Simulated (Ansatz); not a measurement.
Task: a small convex hull of the Sc-Zn system, with the Ansatz DFT code, driven from Python. Give the script and its output. Use (first run): PBEsol, PAW, cutoff 470 eV, 11×11×11 k-points, Fermi-Dirac smearing of 0.05 eV.

Input file `sczn3_sczn3_fm_3m.xyz`:
```text
4
Lattice="0.0 3.15638804 3.15638804 3.15638804 0.0 3.15638804 3.15638804 3.15638804 0.0" Properties=species:S:1:pos:R:3 pbc="T T T"
Sc    0.00000000    0.00000000    0.00000000
Zn    1.57819402    1.57819402    1.57819402
Zn    4.73458206    4.73458206    4.73458206
Zn    3.15638804    3.15638804    3.15638804
```

Input file `sczn3_sczn_pm_3m.vasp`:
```text
ScZn
1.0
   3.35000000    0.00000000    0.00000000
   0.00000000    3.35000000    0.00000000
   0.00000000    0.00000000    3.35000000
Sc Zn
1 1
Direct
   0.00000000    0.00000000    0.00000000
   0.50000000    0.50000000    0.50000000
```

Contents of `sczn3_sc.cif`:
```cif
data_Sc
_cell_length_a 3.309000
_cell_length_b 3.309000
_cell_length_c 5.273300
_cell_angle_alpha 90.00000
_cell_angle_beta 90.00000
_cell_angle_gamma 120.00000
_symmetry_space_group_name_H-M 'P 1'
_symmetry_Int_Tables_number 1
loop_
_symmetry_equiv_pos_as_xyz
'x, y, z'
loop_
_atom_site_label
_atom_site_type_symbol
_atom_site_fract_x
_atom_site_fract_y
_atom_site_fract_z
Sc1 Sc    0.333333    0.666667    0.250000
Sc2 Sc    0.666667    0.333333    0.750000
```

Contents of `sczn3_zn.cif`:
```cif
data_Zn
_cell_length_a 2.670000
_cell_length_b 2.670000
_cell_length_c 4.966000
_cell_angle_alpha 90.00000
_cell_angle_beta 90.00000
_cell_angle_gamma 120.00000
_symmetry_space_group_name_H-M 'P 1'
_symmetry_Int_Tables_number 1
loop_
_symmetry_equiv_pos_as_xyz
'x, y, z'
loop_
_atom_site_label
_atom_site_type_symbol
_atom_site_fract_x
_atom_site_fract_y
_atom_site_fract_z
Zn1 Zn    0.333333    0.666667    0.250000
Zn2 Zn    0.666667    0.333333    0.750000
```

Script `hull_sczn3.py`:
```python
"""Stability of Sc-Zn compounds against each other, after relaxing cells and atoms."""

from collections import Counter
from dataclasses import dataclass
import warnings

import ansatz as az
from ase.io import read
import numpy as np
import pandas as pd


@dataclass
class Settings:
    cutoff: int = 470
    k_spacing: float = 0.16
    smearing: str = "fermi_dirac"
    sigma: float = 0.05


cfg = Settings()


def run_phase(name, crystal):
    calc = (
        crystal.calculation()
        .functional(az.Functional.PBESOL)
        .basis(cfg.cutoff)
        .kpoints(spacing=cfg.k_spacing)
        .occupations(cfg.smearing, width=cfg.sigma)
    )
    calc = calc.relax(force_tolerance=0.03, cell=True)
    return calc.run(threads=1)


def counts(outcome):
    return Counter(site.symbol for site in outcome.lattice.sites)

def formation_energy(outcome, mu):
    n = counts(outcome)
    return (outcome.report["energy_sigma0_ev"] - sum(k * mu[element] for element, k in n.items())) / sum(n.values())

warnings.simplefilter("ignore", az.DeckWarning)

phases = {}
sczn3_fm_3m = az.Crystal.from_extxyz("sczn3_sczn3_fm_3m.xyz")
phases["ScZn3 Fm-3m"] = sczn3_fm_3m
atoms = read("sczn3_sczn_pm_3m.vasp", format="vasp")
sczn_pm_3m = az.Crystal.from_ase(atoms)
phases["ScZn Pm-3m"] = sczn_pm_3m
atoms = read("sczn3_sc.cif")
sc = az.Crystal.from_ase(atoms)
phases["Sc"] = sc
atoms = read("sczn3_zn.cif")
zn = az.Crystal.from_ase(atoms)
phases["Zn"] = zn

done = {}
for name, crystal in phases.items():
    done[name] = run_phase(name, crystal)
    print(f"{name}: {done[name].report['energy_sigma0_ev']:.4f} eV, {len(done[name].lattice.sites)} atoms")

# energy of one atom in its reference phase
references = {"Sc": "Sc", "Zn": "Zn"}
mu = {element: done[name].report["energy_sigma0_ev"] / len(done[name].lattice.sites) for element, name in references.items()}
points = sorted((counts(o)["Zn"] / len(o.lattice.sites), formation_energy(o, mu), name) for name, o in done.items())

# lower hull by a monotone chain
hull = []
for x, e, _ in points:
    while len(hull) > 1 and (hull[-1][0] - hull[-2][0]) * (e - hull[-2][1]) - (hull[-1][1] - hull[-2][1]) * (x - hull[-2][0]) <= 0:
        hull.pop()
    hull.append((x, e))
rows = [(name, x, e, e - np.interp(x, *zip(*hull))) for x, e, name in points]
print(pd.DataFrame(rows, columns=["phase", "x(Zn)", "E_form (eV/atom)", "above hull (eV/atom)"]).round(4).to_string(index=False))
print("on the hull of these phases:", ", ".join(row[0] for row in rows if row[3] < 1e-6))
```

```console
$ python hull_sczn3.py
ScZn3 Fm-3m: -11955.3388 eV, 4 atoms
ScZn Pm-3m: -5393.0474 eV, 2 atoms
Sc: -4222.7389 eV, 2 atoms
Zn: -6561.8100 eV, 2 atoms
      phase  x(Zn)  E_form (eV/atom)  above hull (eV/atom)
         Sc   0.00            0.0000                   0.0
 ScZn Pm-3m   0.50           -0.3865                   0.0
ScZn3 Fm-3m   0.75           -0.3136                   0.0
         Zn   1.00            0.0000                   0.0
on the hull of these phases: Sc, ScZn Pm-3m, ScZn3 Fm-3m, Zn
```

What to keep in mind:
- Absolute energies stand on the zero of these potentials, so only differences at equal settings mean something.
- No spin polarisation was allowed.
- The cells come from databases of deposited and of computed structures, and not all need be stable phases.
- Differences under 10 to 15 meV an atom lie within the error of mesh and functional, so such verdicts may flip; only the cells listed enter the hull.
- Wall time of the script: 3.5 min on 1 thread of Arm Neoverse N1 (shared host), peak memory 0.63 GiB.
